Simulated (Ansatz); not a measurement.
# CdBr (Fm-3m) in Ansatz: reference runs

How does CdBr come out in PBE? The cell is run as given and disturbed.

Program: Ansatz 0.2.0. These are calculated values, not measurements. Logs are shortened: lines on timing, memory, paths and dates and some standing lists are left out, and cuts for length are marked.

## 1. The structure

It takes space group Fm-3m (No. 225, cubic). The conventional cell has a = 6.145 Å, b = 6.145 Å, c = 6.145 Å, α = 90.00°, β = 90.00°, γ = 90.00°. Cd (site symmetry m-3m) is surrounded by 6 Br at 3.07 Å. Br (site symmetry m-3m) has 6 Cd at 3.07 Å as nearest neighbours.

The cell was built by a generator and needn't be a form met in nature.

## 2. Single point, PBE

input.yaml

```yaml
crystal:
  lattice:
    - [0.0, 3.07239103, 3.07239103]
    - [3.07239103, 0.0, 3.07239103]
    - [3.07239103, 3.07239103, 0.0]
  atoms:
    - { symbol: Cd, position: [0.0, 0.0, 0.0] }
    - { symbol: Br, position: [0.5, 0.5, 0.5] }
kpoints:
  mp_grid: { grid: [8, 8, 8] }
scf:
  occupations: { method: fermi_dirac, width: 0.05 }
hamiltonian:
  xc: pbe
  pseudopotentials: { kind: all_electron, lapw: { basis_error: 0.001 } }
output:
  forces: true
  stress: true
  eigenvalues: true
  populations: true
```

Potentials or basis: all-electron LAPW, scalar-relativistic.

Run with:

```console
$ ansatz run input.yaml --threads 1 --pin off --max-ram 3072MiB --backend cpu --events-out ev --progress --plain --runs-dir out
```

Log:

```text
Warning: RAYON_NUM_THREADS=1 ignored (pool sized by the plan → 1); use --threads N
Cd: projections on atomic orbitals take those of the free atom 1s2 2s2 2p6 3s2 3p6 3d10 4s2 4p6 4d10 5s2, of charge +0.00 (hamiltonian.pseudopotentials.projection_atoms)
Br: projections on atomic orbitals take those of the free atom 1s2 2s2 2p6 3s2 3p6 3d10 4s2 4p5, of charge +0.00 (hamiltonian.pseudopotentials.projection_atoms)
LAPW: plane waves up to 6.853 Å⁻¹, error target 1.0e-3 eV per atom; small_component_spin mean_spin; Br in spheres of 1.439 Å, 25 of its electrons in bands, Dirac shells []; Cd in spheres of 1.633 Å, 20 of its electrons in bands, Dirac shells [] (how accurate: hamiltonian.pseudopotentials.lapw.basis_error, Limitations)
Engine: ansatz 0.2.0, aarch64-unknown-linux-gnu
Pseudopotentials: kind: all_electron
Pseudopotential: Cd, LAPW, valence charge 20, lapw/all_electron/scalar/gaussian/Cd, Koelling and Harmon's equation, gaussian nucleus
Pseudopotential: Br, LAPW, valence charge 25, lapw/all_electron/scalar/gaussian/Br, Koelling and Harmon's equation, gaussian nucleus
Functional definition: PBE
  parameter kappa = 0.804
  parameter beta = 0.06672455060314922
  exchange = pbe_x(kappa = kappa, mu = beta*pi^2/3)
  correlation = pbe_c(beta = beta)
Crystal: 2 atoms, lattice volume = 58.004 Å³
Basis set: ecut = 178.91692210570284 eV, 331 PW (Γ), exchange–correlation at level 2
Bands: 27, of which v1, the nominal top of the filled ones, is band 23 counted from 1 (22 counted from 0)
Symmetry: 48 space group operations
Space group: Fm-3m (ITA 225), of the structure as read, at distance tolerance 3.9e-5 Å
k-points: 29 of 512
Non-local potential: Cd, projectors of the file, none
Non-local potential: Br, projectors of the file, none
Initial density: superposition of atomic densities (chi_scale 0.1, normalization cell, long waves kept (reshape's long-wave potential 0.00 eV rms))
Initial wavefunctions: plane waves of lowest kinetic energy (no species holds an atomic orbital)
Functional: x = pbe(κ = 0.804, μ = 0.2195149727645171), c = pbe(β = 0.06672455060314922)
iter 1 solved again at ethr=7.25e-4 eV; its pass at ethr=1.00e-1 eV (dr2=3.26e-1 eV) is discarded
SCF iter   1: F=—  HF=-223161.414677 eV  |F-HF|=—  |Δ(HF+E_count)|=         —  Δρ=1.52e-2  dr2=3.27e-1  ethr=7.25e-4  ⟨swp⟩=2.2  Hψ=4967  notcnv=0
preconditioner: auto → LDOS  [insulator: Δε(μ)=0.151 eV  Ē_g=12.139 eV  σ=0.050 eV  W_gap=0.57  n_scr=14 (ndim 8)  ℏωp=21.3 eV  f_vac=0.135  D(μ)=1.22/eV (n_scr^D=8)  ε∞_Penn≈4.1  β→1.0]
SCF iter   2: F=—  HF=-223161.265083 eV  |F-HF|=—  |Δ(HF+E_count)|=   1.50e-1  Δρ=5.46e-3  dr2=3.99e-2  ethr=7.25e-4  ⟨swp⟩=2.0  Hψ=2407  notcnv=0
preconditioner: auto → none  [metal: Δε(μ)=0.064 eV  Ē_g=12.340 eV  σ=0.050 eV  W_gap=0.29  n_scr=14 (ndim 8)  ℏωp=21.3 eV  f_vac=0.168  D(μ)=0.82/eV (n_scr^D=0)  β→0.5]
iter 3 solved again at ethr=2.54e-6 eV; its pass at ethr=8.86e-5 eV (dr2=1.14e-3 eV) is discarded
SCF iter   3: F=—  HF=-223161.262788 eV  |F-HF|=—  |Δ(HF+E_count)|=   2.30e-3  Δρ=1.15e-3  dr2=1.14e-3  ethr=2.54e-6  ⟨swp⟩=2.0  Hψ=3912  notcnv=0
SCF iter   4: F=—  HF=-223161.255012 eV  |F-HF|=—  |Δ(HF+E_count)|=   7.78e-3  Δρ=5.60e-4  dr2=2.38e-4  ethr=2.53e-6  ⟨swp⟩=3.0  Hψ=2413  notcnv=0
SCF iter   5: F=—  HF=-223161.255509 eV  |F-HF|=—  |Δ(HF+E_count)|=   4.96e-4  Δρ=9.89e-5  dr2=8.06e-6  ethr=5.28e-7  ⟨swp⟩=3.0  Hψ=2374  notcnv=0
SCF iter   6: F=—  HF=-223161.255509 eV  |F-HF|=—  |Δ(HF+E_count)|=   5.80e-7  Δρ=1.81e-5  dr2=2.45e-7  ethr=1.79e-8  ⟨swp⟩=2.8  Hψ=2320  notcnv=0
SCF iter   7: F=-223161.255510 eV  HF=-223161.255510 eV  |F-HF|=2.25e-8  |Δ(HF+E_count)|=   6.14e-7  Δρ=3.61e-6  dr2=6.69e-9  ethr=5.44e-10  ⟨swp⟩=3.0  Hψ=2421  notcnv=0
SCF 1 converged in 7 iterations: F = -223161.255510 eV  dr2 = 6.69e-9
SCF converged after 7 iterations
Free energy (F): -223161.255510 eV
Harris-Foulkes:  -223161.255510 eV  (|F-HF|=2.25e-8)
Internal energy: -223161.249502 eV  (E = F + TS)
E sigma→0 (E₀):  -223161.252506 eV
Entropy (-TS):   -0.006008 eV (-3.004 meV/atom)
Fermi energy:    9.230102 eV
--- Per-component energies (eV) ---
  E_band       = -2417.204260
  E_kinetic    = 232185.323701
  E_xc         = -6720.209460
  E_electrostatic = -448626.363742  (all electrons and nuclei)
  E_smearing   = -0.006008  (= −TS)
  E_closure    = 0.000000  (closes the sum)
  E_atoms      = -223158.224526  (free atoms, spherical and without spin; not in F)
  Σ components = -223161.255510   (vs F -223161.255510, Δ=0.00e0)
  Basis errors (estimates in eV, not in F): energy 3.6e-4 per atom: plane waves 3.4e-4 (1.8e-4 summed), levels above the bands 2.0e-65, relativity 4.6e-8, radial functions 2.1e-5, core shells 3.5e-9; eigenvalues (radial functions only) 1.2e-5; not estimated: angular momenta, meshes, grids; target (lapw.basis_error) 1.0e-3; muffin-tin radii Br 1.439 Å, Cd 1.633 Å
--- Forces (eV/Å), atoms counted from 1 ---
  atom   1  Cd     0.00000000    -0.00000000     0.00000000
  atom   2  Br     0.00000000     0.00000000     0.00000000
  max |Σ_I F_I| component: 1.88e-30 eV/Å
--- Stress (GPa, compression-positive) ---
        1.097860       0.000000       0.000000
        0.000000       1.097860      -0.000000
        0.000000      -0.000000       1.097860
  P = ⅓ Tr σ = 1.0979 GPa (10.979 kbar)
--- Band table (eV; the first three rows and the last of 29) ---
  k-point 0: bands = ["-224.1005", "-159.5161", "-159.5161", "-159.5161", "-93.4495", "-54.5147", "-54.5147", "-54.5147", "-52.8095", "-52.8095", "-52.8095", "-52.8091", "-52.8091", "-6.9972", "0.6164", "0.6164", "0.6224", "0.6224", "0.6224", "5.6348", "5.6348", "5.6348", "6.6065", "16.2294", "16.2294", "16.2294", "16.5242"]
  k-point 1: bands = ["-224.1005", "-159.5161", "-159.5161", "-159.5161", "-93.4495", "-54.5147", "-54.5147", "-54.5147", "-52.8095", "-52.8095", "-52.8095", "-52.8091", "-52.8091", "-6.9611", "0.5925", "0.5925", "0.6171", "0.6330", "0.6330", "4.8537", "5.6804", "5.6804", "7.5118", "14.7420", "15.3775", "15.3775", "16.7502"]
  k-point 2: bands = ["-224.1005", "-159.5161", "-159.5161", "-159.5161", "-93.4495", "-54.5148", "-54.5147", "-54.5147", "-52.8095", "-52.8095", "-52.8095", "-52.8091", "-52.8091", "-6.8713", "0.5344", "0.5344", "0.5981", "0.6604", "0.6604", "3.9678", "5.7934", "5.7934", "8.7475", "13.1616", "14.2047", "14.2047", "16.7964"]
  k-point 28: bands = ["-224.1005", "-159.5161", "-159.5161", "-159.5161", "-93.4495", "-54.5148", "-54.5148", "-54.5148", "-52.8095", "-52.8095", "-52.8094", "-52.8091", "-52.8091", "-6.7053", "0.5356", "0.6312", "0.6312", "0.7282", "0.7600", "4.3789", "4.3789", "4.6071", "9.1608", "13.0774", "13.9776", "13.9776", "18.1947"]
--- Löwdin populations: 2 sites ---
  site symbol       q [e]
     0     Cd     47.2942
     1     Br     35.5735
  spilling = 0.001594 (of n_electrons = 83.000000)
```

Run time: 7.3 s. Hardware: 1 thread of Arm Neoverse V1, shared host; peak memory 0.29 GiB.

What came out:

| Property | Result |
| --- | --- |
| Free energy | -223161.2555 eV |
| Pressure | 1.1 GPa |
| Band gap on the k mesh | none (metal or under the smearing width) |
| Loewdin charges | Cd +0.71; Br -0.57 e |

Levels at points of the mesh, in eV from the Fermi level:
```csv
k point,band 20,band 21,band 22,band 23,band 24,band 25,band 26,band 27
"(0.00, 0.00, 0.00)",-3.60,-3.60,-3.60,-2.62,7.00,7.00,7.00,7.29
"(0.00, 0.00, -0.50)",-6.03,-3.27,-3.27,1.32,1.94,3.89,3.89,8.71
"(0.00, -0.50, -0.50)",-5.40,-4.29,-4.29,-1.79,4.35,5.46,6.80,6.80
```

Caveat: the atomic charges don't sum to the cell's charge; an odd number of electrons without spin polarisation forces a metal; a magnetic or distorted state may lie lower.

## 3. Single point, PBE (atoms moved at random, drawn with an rms of 0.05 Å)

Edit input.yaml of step 2 so:

```diff
@@ -6,4 +6,4 @@
   atoms:
-    - { symbol: Cd, position: [0.0, 0.0, 0.0] }
-    - { symbol: Br, position: [0.5, 0.5, 0.5] }
+    - { symbol: Cd, position: [0.002181, 0.00518, 0.016994] }
+    - { symbol: Br, position: [0.498028, 0.504984, 0.497401] }
 kpoints:
```

Potentials or basis: all-electron LAPW, scalar-relativistic.

Run with:

```console
$ ansatz run input.yaml --threads 1 --pin off --max-ram 3072MiB --backend cpu --events-out ev --progress --plain --runs-dir out
```

Log:

```text
Warning: RAYON_NUM_THREADS=1 ignored (pool sized by the plan → 1); use --threads N
Cd: projections on atomic orbitals take those of the free atom 1s2 2s2 2p6 3s2 3p6 3d10 4s2 4p6 4d10 5s2, of charge +0.00 (hamiltonian.pseudopotentials.projection_atoms)
Br: projections on atomic orbitals take those of the free atom 1s2 2s2 2p6 3s2 3p6 3d10 4s2 4p5, of charge +0.00 (hamiltonian.pseudopotentials.projection_atoms)
LAPW: plane waves up to 7.069 Å⁻¹, error target 1.0e-3 eV per atom; small_component_spin mean_spin; Br in spheres of 1.408 Å, 25 of its electrons in bands, Dirac shells []; Cd in spheres of 1.592 Å, 20 of its electrons in bands, Dirac shells [] (how accurate: hamiltonian.pseudopotentials.lapw.basis_error, Limitations)
Engine: ansatz 0.2.0, aarch64-unknown-linux-gnu
Pseudopotentials: kind: all_electron
Pseudopotential: Cd, LAPW, valence charge 20, lapw/all_electron/scalar/gaussian/Cd, Koelling and Harmon's equation, gaussian nucleus
Pseudopotential: Br, LAPW, valence charge 25, lapw/all_electron/scalar/gaussian/Br, Koelling and Harmon's equation, gaussian nucleus
Functional definition: PBE
  parameter kappa = 0.804
  parameter beta = 0.06672455060314922
  exchange = pbe_x(kappa = kappa, mu = beta*pi^2/3)
  correlation = pbe_c(beta = beta)
Crystal: 2 atoms, lattice volume = 58.004 Å³
Basis set: ecut = 190.41204819840476 eV, 331 PW (Γ), exchange–correlation at level 2
Bands: 27, of which v1, the nominal top of the filled ones, is band 23 counted from 1 (22 counted from 0)
Symmetry: 1 space group operations
Space group: P1 (ITA 1), of the structure as read, at distance tolerance 3.9e-5 Å
k-points: 260 of 512 (time reversal used)
Non-local potential: Cd, projectors of the file, none
Non-local potential: Br, projectors of the file, none
Initial density: superposition of atomic densities (chi_scale 0.1, normalization cell, long waves kept (reshape's long-wave potential 0.00 eV rms))
Initial wavefunctions: plane waves of lowest kinetic energy (no species holds an atomic orbital)
Functional: x = pbe(κ = 0.804, μ = 0.2195149727645171), c = pbe(β = 0.06672455060314922)
iter 1 solved again at ethr=7.61e-4 eV; its pass at ethr=1.00e-1 eV (dr2=3.43e-1 eV) is discarded
SCF iter   1: F=—  HF=-223161.409162 eV  |F-HF|=—  |Δ(HF+E_count)|=         —  Δρ=1.55e-2  dr2=3.43e-1  ethr=7.61e-4  ⟨swp⟩=2.3  Hψ=44553  notcnv=0
preconditioner: auto → LDOS  [insulator: Δε(μ)=0.143 eV  Ē_g=12.143 eV  σ=0.050 eV  W_gap=0.55  n_scr=14 (ndim 8)  ℏωp=21.3 eV  f_vac=0.142  D(μ)=1.25/eV (n_scr^D=8)  ε∞_Penn≈4.1  β→1.0]
SCF iter   2: F=—  HF=-223161.261429 eV  |F-HF|=—  |Δ(HF+E_count)|=   1.48e-1  Δρ=5.75e-3  dr2=4.52e-2  ethr=7.61e-4  ⟨swp⟩=2.0  Hψ=21588  notcnv=0
preconditioner: auto → none  [metal: Δε(μ)=0.000 eV  Ē_g=12.348 eV  σ=0.050 eV  W_gap=0.00  n_scr=14 (ndim 8)  ℏωp=21.3 eV  f_vac=0.162  D(μ)=0.85/eV (n_scr^D=0)  β→0.5]
iter 3 solved again at ethr=3.17e-6 eV; its pass at ethr=1.01e-4 eV (dr2=1.43e-3 eV) is discarded
SCF iter   3: F=—  HF=-223161.257608 eV  |F-HF|=—  |Δ(HF+E_count)|=   3.82e-3  Δρ=1.27e-3  dr2=1.42e-3  ethr=3.17e-6  ⟨swp⟩=2.0  Hψ=35566  notcnv=0  defer=3
SCF iter   4: F=—  HF=-223161.250037 eV  |F-HF|=—  |Δ(HF+E_count)|=   7.57e-3  Δρ=5.71e-4  dr2=2.35e-4  ethr=3.16e-6  ⟨swp⟩=3.0  Hψ=21705  notcnv=0
SCF iter   5: F=—  HF=-223161.250540 eV  |F-HF|=—  |Δ(HF+E_count)|=   5.03e-4  Δρ=1.12e-4  dr2=9.87e-6  ethr=5.23e-7  ⟨swp⟩=3.0  Hψ=21464  notcnv=0
SCF iter   6: F=—  HF=-223161.250541 eV  |F-HF|=—  |Δ(HF+E_count)|=   1.28e-6  Δρ=2.09e-5  dr2=3.04e-7  ethr=2.19e-8  ⟨swp⟩=3.0  Hψ=21053  notcnv=0
SCF iter   7: F=-223161.250542 eV  HF=-223161.250542 eV  |F-HF|=2.21e-8  |Δ(HF+E_count)|=   7.69e-7  Δρ=4.39e-6  dr2=1.07e-8  ethr=6.76e-10  ⟨swp⟩=3.0  Hψ=21752  notcnv=0
SCF 1 converged in 7 iterations: F = -223161.250542 eV  dr2 = 1.07e-8
SCF converged after 7 iterations
Free energy (F): -223161.250542 eV
Harris-Foulkes:  -223161.250542 eV  (|F-HF|=2.21e-8)
Internal energy: -223161.244386 eV  (E = F + TS)
E sigma→0 (E₀):  -223161.247464 eV
Entropy (-TS):   -0.006156 eV (-3.078 meV/atom)
Fermi energy:    9.235344 eV
--- Per-component energies (eV) ---
  E_band       = -2417.300415
  E_kinetic    = 232185.369407
  E_xc         = -6720.222577
  E_electrostatic = -448626.391216  (all electrons and nuclei)
  E_smearing   = -0.006156  (= −TS)
  E_closure    = 0.000000  (closes the sum)
  E_atoms      = -223158.224526  (free atoms, spherical and without spin; not in F)
  Σ components = -223161.250542   (vs F -223161.250542, Δ=0.00e0)
  Basis errors (estimates in eV, not in F): energy 3.6e-4 per atom: plane waves 3.5e-4 (1.9e-4 summed), levels above the bands 1.5e-66, relativity 2.7e-8, radial functions 1.7e-5, core shells 8.0e-9; eigenvalues (radial functions only) 8.8e-6; not estimated: angular momenta, meshes, grids; target (lapw.basis_error) 1.0e-3; muffin-tin radii Br 1.408 Å, Cd 1.592 Å
--- Forces (eV/Å), atoms counted from 1 ---
  atom   1  Cd    -0.06563078    -0.07943451    -0.01415456
  atom   2  Br     0.06562574     0.07942981     0.01415443
  max |Σ_I F_I| component: 5.04e-6 eV/Å
--- Stress (GPa, compression-positive) ---
        1.183998      -0.015827      -0.002835
       -0.015827       1.215573      -0.003423
       -0.002835      -0.003423       1.116444
  P = ⅓ Tr σ = 1.1720 GPa (11.720 kbar)
--- Band table (eV; the first three rows and the last of 260) ---
  k-point 0: bands = ["-224.1036", "-159.5199", "-159.5190", "-159.5187", "-93.4496", "-54.5150", "-54.5149", "-54.5145", "-52.8131", "-52.8128", "-52.8125", "-52.8121", "-52.8117", "-7.0031", "0.6103", "0.6140", "0.6204", "0.6209", "0.6219", "5.6316", "5.6340", "5.6378", "6.6164", "16.0539", "16.0859", "16.2241", "16.5202"]
  k-point 1: bands = ["-224.1036", "-159.5199", "-159.5190", "-159.5187", "-93.4496", "-54.5150", "-54.5149", "-54.5145", "-52.8131", "-52.8128", "-52.8125", "-52.8121", "-52.8117", "-6.9670", "0.5868", "0.5890", "0.6165", "0.6321", "0.6322", "4.8545", "5.6769", "5.6843", "7.5164", "14.7149", "15.3566", "15.3810", "16.7119"]
  k-point 2: bands = ["-224.1036", "-159.5199", "-159.5190", "-159.5187", "-93.4496", "-54.5151", "-54.5150", "-54.5145", "-52.8131", "-52.8128", "-52.8125", "-52.8121", "-52.8117", "-6.8775", "0.5294", "0.5322", "0.5978", "0.6594", "0.6597", "3.9691", "5.7880", "5.7940", "8.7491", "13.1554", "14.2031", "14.2133", "16.7912"]
  k-point 259: bands = ["-224.1036", "-159.5199", "-159.5190", "-159.5187", "-93.4496", "-54.5152", "-54.5149", "-54.5145", "-52.8131", "-52.8128", "-52.8125", "-52.8121", "-52.8117", "-6.7444", "0.4504", "0.4545", "0.5482", "0.6988", "0.6991", "3.2057", "5.9554", "5.9589", "10.5229", "11.1933", "13.1169", "13.1249", "17.9260"]
--- Löwdin populations: 2 sites ---
  site symbol       q [e]
     0     Cd     47.2933
     1     Br     35.5734
  spilling = 0.001606 (of n_electrons = 83.000000)
```

populations.tsv:

```text
# site	symbol	l	j	q
# orbitals = lowdin
# n_electrons = 83.000000
# spilling = 0.001606
# projection_atom_Cd: 1s2 2s2 2p6 3s2 3p6 3d10 4s2 4p6 4d10 5s2
# projection_atom_Br: 1s2 2s2 2p6 3s2 3p6 3d10 4s2 4p5
0	Cd	0_1S	-	2.000000
0	Cd	0_2S	-	1.999998
0	Cd	0_3S	-	1.999962
0	Cd	0_4S	-	1.999320
0	Cd	0_5S	-	1.299103
0	Cd	1_2P	-	6.000000
0	Cd	1_3P	-	6.000000
0	Cd	1_4P	-	5.999918
0	Cd	2_3D	-	10.000000
0	Cd	2_4D	-	9.994968
1	Br	0_1S	-	2.000000
1	Br	0_2S	-	1.999991
1	Br	0_3S	-	1.999817
1	Br	0_4S	-	1.987228
1	Br	1_2P	-	6.000000
1	Br	1_3P	-	5.999922
1	Br	1_4P	-	5.586508
1	Br	2_3D	-	9.999982
```

Wall time 89 s (1 thread of Arm Neoverse V1, shared host); peak memory 0.63 GiB.

Results:

| Quantity | Value |
| --- | --- |
| Free energy | -223161.2505 eV |
| Pressure | 1.2 GPa |
| Largest force | 0.104 eV/Å |
| Band gap on the k mesh | none (metal or under the smearing width) |
| Loewdin charges | Cd +0.71; Br -0.57 e |

Forces in eV/Å, atoms in the order of the input:
```
Cd  -0.066 -0.079 -0.014
Br   0.066  0.079  0.014
```

Stress tensor (GPa, compression positive):
```
 1.18 -0.02  0.00
-0.02  1.22  0.00
 0.00  0.00  1.12
```

Levels at points of the mesh, in eV from the Fermi level:
| k point | band 20 | band 21 | band 22 | band 23 | band 24 | band 25 |
| --- | --- | --- | --- | --- | --- | --- |
| (0.00, 0.00, 0.00) | -3.60 | -3.60 | -3.60 | -2.62 | 6.82 | 6.85 |
| (0.00, 0.00, -0.50) | -6.03 | -3.28 | -3.28 | 1.30 | 1.95 | 3.89 |
| (0.00, -0.50, 0.00) | -6.04 | -3.28 | -3.28 | 1.32 | 1.94 | 3.89 |
| (0.00, -0.50, -0.50) | -5.42 | -4.31 | -4.30 | -1.77 | 4.32 | 5.46 |
| (-0.50, 0.00, 0.00) | -6.04 | -3.28 | -3.28 | 1.32 | 1.94 | 3.89 |
| (-0.50, 0.00, -0.50) | -5.42 | -4.30 | -4.30 | -1.77 | 4.32 | 5.46 |
| (-0.50, -0.50, 0.00) | -5.41 | -4.30 | -4.30 | -1.78 | 4.30 | 5.46 |
| (-0.50, -0.50, -0.50) | -6.03 | -3.28 | -3.28 | 1.29 | 1.96 | 3.88 |

Caveat: the atomic charges don't sum to the cell's charge; an odd number of electrons without spin polarisation forces a metal; a magnetic or distorted state may lie lower.
